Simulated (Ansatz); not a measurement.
# YbZn6: the cost of one run

Method: DFT PBE, scalar-relativistic, plane waves, PAW, in Ansatz 0.2.0.

### Step 1. Starting point

The structure is cubic, space group Pm-3m (No. 221). The conventional cell has a = 4.771 Å, b = 4.771 Å, c = 4.771 Å, α = 90.00°, β = 90.00°, γ = 90.00°. Around Yb (site symmetry m-3m) lie 24 Zn at 3.52 Å. Around Zn (site symmetry 4mm) lie 5 Zn at 1.98 Å.

As a file:

```
Yb Zn
1.0
     4.77112    0.00000    0.00000
     0.00000    4.77112    0.00000
     0.00000    0.00000    4.77112
Yb Zn
1 6
Direct
  0.00000 0.00000 0.00000
  0.50000 0.50000 0.20700
  0.50000 0.50000 0.79300
  0.20700 0.50000 0.50000
  0.79300 0.50000 0.50000
  0.50000 0.20700 0.50000
  0.50000 0.79300 0.50000
```

The cell is invented: species swapped into a database cell of ErB6 (Pm-3m, No. 221), with Yb on the Er sites and Zn on the B sites. The dimensions are guesses.

### Step 2. A first look at the guess

File input.yaml:

```yaml
crystal:
  lattice:
    - [4.77111684, 0.0, 0.0]
    - [0.0, 4.77111684, 0.0]
    - [0.0, 0.0, 4.77111684]
  atoms:
    - { symbol: Yb, position: [0.0, 0.0, 0.0] }
    - { symbol: Zn, position: [0.5, 0.5, 0.207] }
    - { symbol: Zn, position: [0.5, 0.5, 0.793] }
    - { symbol: Zn, position: [0.207, 0.5, 0.5] }
    - { symbol: Zn, position: [0.793, 0.5, 0.5] }
    - { symbol: Zn, position: [0.5, 0.207, 0.5] }
    - { symbol: Zn, position: [0.5, 0.793, 0.5] }
basis:
  ecutwfc: 420
kpoints:
  mp_grid: { grid: [4, 4, 4] }
hamiltonian:
  xc: pbe
scf:
  occupations: { method: gaussian, width: 0.1 }
  lower_state_search: "off"
output:
  forces: true
  stress: true
  eigenvalues: true
```

On the command line:

```
$ ansatz run input.yaml --threads 1 --pin off --max-ram 2048MiB --backend cpu --events-out ev --progress --plain --runs-dir out
```

What time and memory should one allow on 1 thread of Arm Neoverse V1, shared host?

About 5.9 s, with a peak of 0.39 GiB.
